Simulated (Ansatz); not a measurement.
# ScSi2O3: the cost of one run

Program: Ansatz 0.2.0. Level of theory: DFT PBE, scalar-relativistic, plane waves, PAW. These are calculated values, not measurements.

1 further run of the same task is left out (set aside as unsound or not needed).

**1. Starting point**

The structure is orthorhombic, space group Pmmm (No. 47). Conventional cell: a = 5.296 Å, b = 5.376 Å, c = 5.998 Å, α = 90.00°, β = 90.00°, γ = 90.00°. Sc (site symmetry mmm) has 4 Si at 2.65 to 2.69 Å as nearest neighbours. Si (site symmetry mmm) has 2 O at 1.55 Å as nearest neighbours. Si (site symmetry mmm) is surrounded by 2 Sc at 2.65 Å. O (site symmetry mm2) has 1 Si at 1.55 Å as nearest neighbours. O (site symmetry mmm) is surrounded by 4 O at 3.02 Å.

Coordinates:

```cif
data_structure
_symmetry_space_group_name_H-M 'Pmmm'
_symmetry_Int_Tables_number 47
_cell_length_a 5.2960
_cell_length_b 5.3757
_cell_length_c 5.9984
_cell_angle_alpha 90.000
_cell_angle_beta 90.000
_cell_angle_gamma 90.000
_cell_volume 170.77
loop_
_atom_site_label
_atom_site_type_symbol
_atom_site_symmetry_multiplicity
_atom_site_Wyckoff_symbol
_atom_site_fract_x
_atom_site_fract_y
_atom_site_fract_z
_atom_site_occupancy
Sc1 Sc 1 c 0.00000 0.00000 0.50000 1
Si1 Si 1 g 0.00000 0.50000 0.50000 1
Si2 Si 1 d 0.50000 0.00000 0.50000 1
O1 O 2 r 0.00000 0.50000 0.24140 1
O2 O 1 f 0.50000 0.50000 0.00000 1
```

The cell was relaxed beforehand at this level, from a generated guess; it needn't be the stable form of this composition. At a tolerance of 0.05 Å it has space group Pmmm (No. 47); it has 28.46 Å³/atom, an uncorrected energy of +0.43 eV/atom over the elements.

**2. Static run: bands, density of states and charges**

File input.yaml:

```yaml
crystal:
  lattice:
    - [5.2959737324, 0.0, 0.0]
    - [0.0, 5.3756917453, 0.0]
    - [0.0, 0.0, 5.9984273407]
  atoms:
    - { symbol: Sc, position: [0.0, 0.0, 0.5], spin: -0.16 }
    - { symbol: Si, position: [0.0, 0.5, 0.5] }
    - { symbol: Si, position: [0.5, 0.0, 0.5], spin: -0.34 }
    - { symbol: O, position: [0.0, 0.5, 0.2414040989] }
    - { symbol: O, position: [0.0, 0.5, 0.7585959011] }
    - { symbol: O, position: [0.5, 0.5, 0.0], spin: 1.89 }
basis:
  ecutwfc: 420
kpoints:
  mp_grid: { grid: [8, 8, 6] }
  band_path:
    path:
      - [[0.0, 0.0, 0.0], [0.5, 0.0, 0.0], [0.5, 0.5, 0.0], [0.0, 0.5, 0.0], [0.0, 0.0, 0.0], [0.0, 0.0, 0.5], [0.5, 0.0, 0.5], [0.5, 0.5, 0.5], [0.0, 0.5, 0.5], [0.0, 0.0, 0.5]]
      - [[0.5, 0.0, 0.0], [0.5, 0.0, 0.5]]
      - [[0.0, 0.5, 0.0], [0.0, 0.5, 0.5]]
      - [[0.5, 0.5, 0.0], [0.5, 0.5, 0.5]]
    npoints: 14
hamiltonian:
  xc: pbe
scf:
  occupations: { method: gaussian, width: 0.1 }
  n_extra_bands: 15
output:
  forces: true
  stress: true
  eigenvalues: true
  populations: true
  dos: { projected: true, de: 0.02, nscf_kmesh: { grid: [10, 10, 8] } }
  bader: true
  write_density: true
  write_potential: true
  elf: true
  volumetric_format: npy
magnetization:
  spin_polarized: true
checkpoint:
  read: start.run
  write: ck
  compress: false
  write_wavefunctions: false
  write_every: 100000
```

The run is started by

```
ansatz run input.yaml --threads 1 --pin off --max-ram 2560MiB --backend cpu --events-out ev --progress --plain --runs-dir out
```

What time and memory should one allow on 1 thread of Intel Xeon Platinum 8259CL at 2.50GHz (Skylake/Cascade Lake), shared host?

About 4.1 min, with a peak of 1.1 GiB.
